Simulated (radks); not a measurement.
# Hf⁴⁺ in [Xe] 4f13.75 5f0.25: an all-electron calculation

Aim: the levels, the sizes of the orbitals and the parts of the energy of the hafnium ion Hf4+.

Method: scalar-relativistic Kohn-Sham, SCAN, spin-unpolarised, spherical densities, finite nucleus. Code: radks (a radial shooting solver on a logarithmic mesh, Libxc functionals) version 1.

## (1) What is computed

- element: hafnium (Z = 72)
- charge: +4
- electrons: 68
- configuration: [Xe] 4f13.75 5f0.25
- nuclear rms radius: 5.347 fm

## (2) Self-consistent calculation

Input:

```text
Z 72
configuration [Xe] 4f13.75 5f0.25 6s0 5d0
relativity scalar-relativistic
functional scan,scan
spin unpolarised
nucleus finite rms 5.347 fm
c 137.035999084
```

The run is started by

```console
python run_ks.py task.json out
```

The same process makes all the runs of this session.

Q: Predict the outcome of this run.

The runs gave:

| quantity | value |
| --- | --- |
| total energy | -15075.2041 hartree |
| exchange-correlation share of it | 2.04 % |
| −T/E | 1.0954 |
| highest occupied level | 5f, -16.627 eV |
| most extended occupied level | 5f, <r> = 3.76 bohr |
| radius at density 0.001 e/bohr³ | 3.08 bohr |
| maxima of the radial density | 4 |

5 principal shells are occupied and 4 maxima appear in the radial density; where shells overlap, one shows as a shoulder or not at all. Relativity lifts −T/E to 1.095. This is not the tabulated ground configuration, so its levels and sizes aren't those of the ground state, and no measured value stands beside it.
